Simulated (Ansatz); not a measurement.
# Al: the cost of one run

Method: DFT r2SCAN, scalar-relativistic, plane waves, PAW, in Ansatz 0.2.0.

2 further runs of the same task are left out: 2 set aside as unsound or not needed. Runs told in other sessions of the task aren't counted.

## (1) The starting structure

It takes space group P6_3/mmc (No. 194, hexagonal). The conventional cell has a = 2.822 Å, b = 2.822 Å, c = 9.262 Å, α = 90.00°, β = 90.00°, γ = 120.00°. Around Al (site symmetry -3m) lie 12 Al at 2.82 to 2.83 Å. Al (site symmetry -6m2) is surrounded by 12 Al at 2.82 to 2.83 Å.

Structure file:

```cif
data_structure
_symmetry_space_group_name_H-M 'P 1'
_symmetry_Int_Tables_number 1
_cell_length_a 2.8222
_cell_length_b 2.8222
_cell_length_c 18.5241
_cell_angle_alpha 90.000
_cell_angle_beta 90.000
_cell_angle_gamma 60.000
_cell_volume 127.77
loop_
_atom_site_label
_atom_site_type_symbol
_atom_site_fract_x
_atom_site_fract_y
_atom_site_fract_z
_atom_site_occupancy
Al1 Al 0.00000 0.00000 0.00000 1
Al2 Al 0.00000 0.00000 0.50000 1
Al3 Al 0.33333 0.33333 0.12500 1
Al4 Al 0.33333 0.33333 0.62500 1
Al5 Al 0.00000 0.00000 0.25000 1
Al6 Al 0.00000 0.00000 0.75000 1
Al7 Al 0.66667 0.66667 0.37500 1
Al8 Al 0.66667 0.66667 0.87500 1
```

It goes back to an entry of the Materials Project, which need not be the stable form.

It is built from the cell relaxed beforehand with the same method (15.97 Å³/atom).

## (2) The reference: the undisturbed cell on the scan's mesh

Contents of input.yaml:

```yaml
crystal:
  lattice:
    - [-2.8221979689, 0.0, 0.0]
    - [-1.4110989845, -2.4440951356, 0.0]
    - [0.0, 0.0, 18.5241186883]
  atoms:
    - { symbol: Al, position: [1.0, 1.0, 0.0] }
    - { symbol: Al, position: [1.0, 1.0, 0.5] }
    - { symbol: Al, position: [0.3333333333, 0.3333333333, 0.125] }
    - { symbol: Al, position: [0.3333333333, 0.3333333333, 0.625] }
    - { symbol: Al, position: [1.0, 1.0, 0.25] }
    - { symbol: Al, position: [1.0, 1.0, 0.75] }
    - { symbol: Al, position: [0.6666666667, 0.6666666667, 0.375] }
    - { symbol: Al, position: [0.6666666667, 0.6666666667, 0.875] }
basis:
  ecutwfc: 500
kpoints:
  mp_grid: { grid: [19, 19, 3] }
hamiltonian:
  xc: r2scan
scf:
  occupations: { method: gaussian, width: 0.15 }
output:
  forces: true
  stress: true
  eigenvalues: true
```

Run with:

```
> ansatz run input.yaml --threads 2 --pin off --max-ram 5120MiB --backend cpu --events-out ev --progress --plain --runs-dir out
```

Q: Estimate wall time and peak memory on 2 threads of Intel Xeon Platinum 8259CL at 2.50GHz (Skylake/Cascade Lake), shared host.

About 12 s, with a peak of 0.88 GiB.
